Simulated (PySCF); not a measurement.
# C7H14O (3-ethylpentan-2-one): the cost of one run

Programs: PySCF 2.14.0, with routines of our own; each step states its level. All values are computed. Atoms count from 0.

## 1. The starting structure

22 atoms, charge 0, multiplicity 1; geometry from: GFN2-xTB.

## 2. Geometry optimisation at PBE0-D3(BJ)/def2-SVP

What the job is given:

```
{"job": {"xc": "PBE0", "basis": "def2-SVP", "d3": "d3bj", "grid": 2, "kind": "geom"}, "charge": 0, "multiplicity": 1}
C      2.421982    -0.257842     0.848406
C      1.440513    -0.905103    -0.121288
C      0.020349    -0.343345     0.034420
C     -0.967736    -1.120121    -0.846856
C     -2.409632    -0.690036    -0.607636
C      0.017903     1.117767    -0.391988
C     -0.393715     2.098910     0.675715
O      0.323473     1.458527    -1.506526
H      2.517192     0.806720     0.645339
H      3.405178    -0.711854     0.749355
H      2.088592    -0.387975     1.876866
H      1.416475    -1.983403     0.052362
H      1.771587    -0.733232    -1.147196
H     -0.287444    -0.426033     1.081166
H     -0.703902    -0.954785    -1.892904
H     -0.867612    -2.187150    -0.636223
H     -3.087590    -1.292963    -1.206751
H     -2.550081     0.353156    -0.881492
H     -2.678478    -0.813996     0.440015
H     -1.398389     1.862038     1.020094
H      0.280467     2.015844     1.525694
H     -0.369545     3.114262     0.288578
```

Launch:

```bash
$ OMP_NUM_THREADS=1 python excited_run.py task.json out
```

This one command runs all jobs of the session in turn.

Q: Estimate the wall time and peak memory of this first job on 1 thread of Arm Neoverse V1, shared host.

About 79 s, with a peak of 0.83 GiB.
